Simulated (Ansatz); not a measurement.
# Ge4H10O: up Jacob's ladder to CCSD(T)

An exercise on one series of results from a longer session: the logs are not shown, and one member is left open.

Program: Ansatz 0.2.0, Gaussian basis. Level of theory: functionals in def2-TZVPP, the program's frozen cores in correlated methods. These are calculated values, not measurements.

Levels to be run: LDA (SPW92), PBE-D4, revPBE-D4, BLYP-D4, r2SCAN-D4, B97M-V, PBE0-D4, B3LYP-D4, r2SCANh-D4, r2SCAN0-D4, HSE06-D4, BHLYP-D4, CAM-B3LYP-D4, LC-ωPBE, ωB97X-V, ωB97M-V, B2PLYP, PBE-QIDH; CCSD(T)/def2-SVP; CCSD(T)/def2-TZVPP; MP2/def2-QZVPP; extrapolation to the limit; RPA on PBE.

### The relaxed structure

All runs share one geometry, relaxed beforehand with PBE0-D4 in a triple-zeta def2 set.

15 atoms, charge 0, spin multiplicity 1.

Atoms are counted from 1 here; the program's logs count them from 0.

Bond lengths: O1–Ge2 1.802 Å, O1–H6 0.960 Å, Ge2–Ge3 2.438 Å, Ge2–Ge4 2.426 Å, Ge2–Ge5 2.438 Å, Ge3–H7 1.538 Å, Ge3–H8 1.539 Å, Ge3–H9 1.540 Å, Ge4–H10 1.536 Å, Ge4–H11 1.538 Å, Ge4–H12 1.536 Å, Ge5–H13 1.537 Å, Ge5–H14 1.540 Å, Ge5–H15 1.539 Å. Angles: Ge2–O1–H6 112.3°, O1–Ge2–Ge3 109.1°, O1–Ge2–Ge4 103.6°, O1–Ge2–Ge5 109.1°, Ge3–Ge2–Ge4 112.1°, Ge3–Ge2–Ge5 110.6°, Ge4–Ge2–Ge5 112.0°, Ge2–Ge3–H7 110.9°, Ge2–Ge3–H8 109.9°, Ge2–Ge3–H9 110.0°, H7–Ge3–H8 108.9°, H7–Ge3–H9 108.6°, H8–Ge3–H9 108.5°, Ge2–Ge4–H10 110.4°, Ge2–Ge4–H11 108.7°, Ge2–Ge4–H12 110.4°, H10–Ge4–H11 108.9°, H10–Ge4–H12 109.5° and more.

Set-up of the first run:

Input file in.yaml:

```yaml
crystal:
  periodic: [false, false, false]
  atoms:
    - {symbol: O, position_ang: [0.599995, 2.044148, 0.604835]}
    - {symbol: Ge, position_ang: [0.137699, 0.377367, 0.097914]}
    - {symbol: Ge, position_ang: [-0.161053, -1.008189, 2.082020]}
    - {symbol: Ge, position_ang: [2.019833, -0.351302, -1.248046]}
    - {symbol: Ge, position_ang: [-1.926461, 0.478931, -1.196361]}
    - {symbol: H, position_ang: [-0.071971, 2.457865, 1.151921]}
    - {symbol: H, position_ang: [1.160218, -1.150146, 2.855415]}
    - {symbol: H, position_ang: [-0.653932, -2.407699, 1.674728]}
    - {symbol: H, position_ang: [-1.210641, -0.373686, 3.013357]}
    - {symbol: H, position_ang: [2.200059, 0.574689, -2.460292]}
    - {symbol: H, position_ang: [1.743817, -1.779784, -1.748155]}
    - {symbol: H, position_ang: [3.307239, -0.357129, -0.410156]}
    - {symbol: H, position_ang: [-1.716783, 1.265250, -2.500758]}
    - {symbol: H, position_ang: [-3.028276, 1.173321, -0.374737]}
    - {symbol: H, position_ang: [-2.399743, -0.943657, -1.541683]}
basis:
  gaussian: {orbitals: def2-TZVPP}
hamiltonian: {xc: lda}
output: {orbitals: {seedname: orbitals}}
```

Steps of the session up to this table: LDA; PBE-D4 (GGA); revPBE-D4 (GGA); BLYP-D4 (GGA); r2SCAN-D4 (meta-GGA); B97M-V (meta-GGA); PBE0-D4 (hybrid); B3LYP-D4 (hybrid); r2SCANh-D4 (hybrid); r2SCAN0-D4 (hybrid); HSE06-D4 (hybrid); BHLYP-D4 (hybrid); CAM-B3LYP-D4 (range-separated); LC-ωPBE (range-separated); ωB97X-V (range-separated); ωB97M-V (range-separated); B2PLYP (double hybrid); PBE-QIDH (double hybrid).

One table of the session follows, with a row left open; its other results are not shown here.

It belongs to the step «Orbital energies across the functionals». 

| functional | HOMO (eV) | gap (eV) |
| --- | --- | --- |
| LDA (SPW92) | -6.30 | 4.61 |
| PBE-D4 | -6.18 | 4.67 |
| revPBE-D4 | -6.13 | 4.72 |
| BLYP-D4 | -6.06 | 4.67 |
| r2SCAN-D4 | -6.46 | 5.16 |
| B97M-V | ? | ? |
| PBE0-D4 | -7.33 | 6.61 |
| B3LYP-D4 | -7.13 | 6.22 |
| r2SCANh-D4 | -6.89 | 5.86 |
| r2SCAN0-D4 | -7.51 | 6.89 |
| HSE06-D4 | -6.95 | 5.85 |
| BHLYP-D4 | -8.32 | 8.46 |
| CAM-B3LYP-D4 | -8.53 | 8.83 |
| LC-ωPBE | -9.76 | 11.16 |
| ωB97X-V | -9.47 | 10.71 |
| ωB97M-V | -9.31 | 10.33 |

**Question.** Estimate the row for B97M-V.

The run gave: HOMO (eV): -6.59; gap (eV): 5.16. In the column «HOMO (eV)» it lies between r2SCANh-D4 (-6.89) and r2SCAN-D4 (-6.46).
